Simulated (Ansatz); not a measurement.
# ScAl3P2: the cost of one run

Computed with Ansatz 0.2.0 (DFT PBE, scalar-relativistic, plane waves, PAW, unless a step's input says otherwise).

### Step 1. The structure to begin with

Symmetry: P4mm, No. 99, tetragonal system. The conventional cell has a = 5.358 Å, b = 5.358 Å, c = 4.170 Å, α = 90.00°, β = 90.00°, γ = 90.00°. Sc (site symmetry 4mm) is surrounded by 4 P at 2.68 Å. Al (site symmetry 2mm) has 2 P at 1.65 to 2.52 Å in its first shell of neighbours. Al (site symmetry 4mm) has 4 P at 2.70 Å and 4 Al at 3.00 Å in its first shell of neighbours. P (site symmetry 2mm) is surrounded by 4 Al at 1.65 to 2.70 Å and 2 Sc at 2.68 Å.

Coordinates:

```cif
data_structure
_symmetry_space_group_name_H-M 'P4mm'
_symmetry_Int_Tables_number 99
_cell_length_a 5.3582
_cell_length_b 5.3582
_cell_length_c 4.1701
_cell_angle_alpha 90.000
_cell_angle_beta 90.000
_cell_angle_gamma 90.000
_cell_volume 119.73
loop_
_atom_site_label
_atom_site_type_symbol
_atom_site_symmetry_multiplicity
_atom_site_Wyckoff_symbol
_atom_site_fract_x
_atom_site_fract_y
_atom_site_fract_z
_atom_site_occupancy
Sc1 Sc 1 a 0.00000 0.00000 0.67646 1
Al1 Al 2 c 0.50000 0.00000 0.27518 1
Al2 Al 1 b 0.50000 0.50000 0.60004 1
P1 P 2 c 0.50000 0.00000 0.67094 1
```

The cell is invented: random cell by space group and Wyckoff sites (P4mm, No. 99). Lengths come from tabulated atomic sizes and are only a guess.

### Step 2. A first look at the guess

File input.yaml:

```yaml
crystal:
  lattice:
    - [5.35824187, 0.0, 0.0]
    - [0.0, 5.35824187, 0.0]
    - [0.0, 0.0, 4.17013253]
  atoms:
    - { symbol: Sc, position: [0.0, 0.0, 0.6764646] }
    - { symbol: Al, position: [0.5, 0.0, 0.27517601] }
    - { symbol: Al, position: [0.0, 0.5, 0.27517601] }
    - { symbol: Al, position: [0.5, 0.5, 0.60004263] }
    - { symbol: P, position: [0.5, 0.0, 0.67093911] }
    - { symbol: P, position: [0.0, 0.5, 0.67093911] }
basis:
  ecutwfc: 420
kpoints:
  mp_grid: { grid: [4, 4, 4] }
hamiltonian:
  xc: pbe
scf:
  occupations: { method: gaussian, width: 0.1 }
  lower_state_search: "off"
output:
  forces: true
  stress: true
  eigenvalues: true
```

Started as:

```console
> ansatz run input.yaml --threads 1 --pin off --max-ram 2560MiB --backend cpu --events-out ev --progress --plain --runs-dir out
```

What time and memory should one allow on 1 thread of AMD EPYC (Zen 3), shared host?

About 8.7 s, with a peak of 0.36 GiB.
